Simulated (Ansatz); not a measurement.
# C8H14O3Ti: up Jacob's ladder to CCSD(T)

The task here is to estimate one member of a computed series from the others.

Program: Ansatz 0.2.0, Gaussian basis. Level of theory: functionals in def2-TZVPP, the program's frozen cores in correlated methods. These are calculated values, not measurements.

Plan: LDA (SPW92), PBE-D4, revPBE-D4, BLYP-D4, r2SCAN-D4, B97M-V, PBE0-D4, B3LYP-D4, r2SCANh-D4, r2SCAN0-D4, HSE06-D4, BHLYP-D4, CAM-B3LYP-D4, LC-ωPBE, ωB97X-V, ωB97M-V, B2PLYP, PBE-QIDH; CCSD(T)/def2-SVP; CCSD(T)/def2-TZVPP; MP2/def2-QZVPP; extrapolation to the limit; RPA on PBE.

## The geometry

All runs share one geometry, relaxed beforehand with PBE0-D4 in a triple-zeta def2 set.

SMILES `C[O][Ti]1234([O]C)([O]C)[C@H]5[C@@H]1[C@@H]2[C@@H]3[C@H]54`, 26 atoms, charge 0, spin multiplicity 1.

Atoms are counted from 1 here; the program's logs count them from 0.

Bond lengths: C1–O2 1.384 Å, C1–H13 1.097 Å, C1–H14 1.098 Å, C1–H15 1.096 Å, O2–Ti3 1.799 Å, Ti3–O4 1.831 Å, Ti3–O6 1.798 Å, Ti3–C8 2.381 Å, Ti3–C9 2.388 Å, Ti3–C10 2.381 Å, Ti3–C11 2.386 Å, Ti3–C12 2.386 Å, O4–C5 1.398 Å, C5–H16 1.098 Å, C5–H17 1.096 Å, C5–H18 1.098 Å, O6–C7 1.384 Å, C7–H19 1.097 Å and more. Angles: O2–C1–H13 110.8°, O2–C1–H14 111.6°, O2–C1–H15 110.1°, H13–C1–H14 107.9°, H13–C1–H15 108.2°, H14–C1–H15 108.0°, C1–O2–Ti3 148.3°, O2–Ti3–O4 103.5°, O2–Ti3–O6 103.7°, O2–Ti3–C8 145.8°, O2–Ti3–C9 126.6°, O2–Ti3–C10 94.1°, O2–Ti3–C11 88.7°, O2–Ti3–C12 116.2°, O4–Ti3–O6 103.5°, O4–Ti3–C8 100.1°, O4–Ti3–C9 81.8°, O4–Ti3–C10 100.4° and more.

Set-up of the first run:

Contents of in.yaml:

```yaml
crystal:
  periodic: [false, false, false]
  atoms:
    - {symbol: C, position_ang: [-2.453225, -0.512586, 1.774810]}
    - {symbol: O, position_ang: [-1.276511, 0.045678, 1.305770]}
    - {symbol: Ti, position_ang: [0.065739, 0.007411, 0.108795]}
    - {symbol: O, position_ang: [1.403415, -0.874615, 0.994862]}
    - {symbol: C, position_ang: [1.876387, -0.482352, 2.250966]}
    - {symbol: O, position_ang: [0.642723, 1.710085, 0.063234]}
    - {symbol: C, position_ang: [1.267354, 2.729347, -0.634379]}
    - {symbol: C, position_ang: [0.682082, -0.454258, -2.144039]}
    - {symbol: C, position_ang: [0.481673, -1.696195, -1.512482]}
    - {symbol: C, position_ang: [-0.873898, -1.786166, -1.144142]}
    - {symbol: C, position_ang: [-1.519636, -0.602341, -1.567258]}
    - {symbol: C, position_ang: [-0.559758, 0.219225, -2.184274]}
    - {symbol: H, position_ang: [-2.245555, -1.305132, 2.503770]}
    - {symbol: H, position_ang: [-3.046825, -0.949278, 0.960486]}
    - {symbol: H, position_ang: [-3.063840, 0.252885, 2.267071]}
    - {symbol: H, position_ang: [1.079427, -0.506470, 3.005484]}
    - {symbol: H, position_ang: [2.672795, -1.164013, 2.569563]}
    - {symbol: H, position_ang: [2.284017, 0.536594, 2.226216]}
    - {symbol: H, position_ang: [2.348615, 2.720693, -0.451510]}
    - {symbol: H, position_ang: [0.874570, 3.701471, -0.314964]}
    - {symbol: H, position_ang: [1.106927, 2.636572, -1.716912]}
    - {symbol: H, position_ang: [1.625596, -0.070756, -2.503908]}
    - {symbol: H, position_ang: [1.250412, -2.413295, -1.271450]}
    - {symbol: H, position_ang: [-1.331317, -2.601786, -0.603473]}
    - {symbol: H, position_ang: [-2.557291, -0.350702, -1.405047]}
    - {symbol: H, position_ang: [-0.733885, 1.209986, -2.577198]}
basis:
  gaussian: {orbitals: def2-TZVPP}
hamiltonian: {xc: lda}
output: {orbitals: {seedname: orbitals}}
```

Command:

```
> ansatz run in.yaml --threads 11 --pin off --events-out ev --progress --plain --max-ram 174080MiB --backend cuda --devices 0, --max-vram 75GiB
```

Steps of the session up to this table: LDA; PBE-D4 (GGA); revPBE-D4 (GGA); BLYP-D4 (GGA); r2SCAN-D4 (meta-GGA); B97M-V (meta-GGA); B3LYP-D4 (hybrid); r2SCANh-D4 (hybrid); r2SCAN0-D4 (hybrid); HSE06-D4 (hybrid); BHLYP-D4 (hybrid); CAM-B3LYP-D4 (range-separated); LC-ωPBE (range-separated); ωB97X-V (range-separated); ωB97M-V (range-separated); B2PLYP (double hybrid); PBE-QIDH (double hybrid).

One table of the session follows, with a row left open; its other results are not shown here.

It belongs to the step «Orbital energies across the functionals». 

```
  functional  HOMO (eV)  gap (eV)
 LDA (SPW92)      -5.84      3.80
      PBE-D4      -5.68      3.87
   revPBE-D4      -5.62      3.89
     BLYP-D4      -5.52      3.80
   r2SCAN-D4      -5.91      4.19
      B97M-V      -5.99      4.23
     PBE0-D4      -6.88      6.08
    B3LYP-D4      -6.64      5.55
  r2SCANh-D4      -6.36      5.03
  r2SCAN0-D4      -7.04      6.30
    HSE06-D4      -6.49      5.31
    BHLYP-D4          ?         ?
CAM-B3LYP-D4      -8.12      8.40
     LC-ωPBE      -9.41     10.83
     ωB97X-V      -9.09     10.46
     ωB97M-V      -9.03     10.27
```

Q: Estimate the row for BHLYP-D4 from the others.

Worked estimate for «HOMO (eV)». Against the share of exact exchange, BLYP-D4 (0, -5.52), B3LYP-D4 (0.2, -6.64) give a slope of -5.60 per unit share; at 0.5 the line stands at -8.32.

**Answer.** HOMO (eV): -7.87; gap (eV): 8.21. In «HOMO (eV)» the line misses by -0.45.
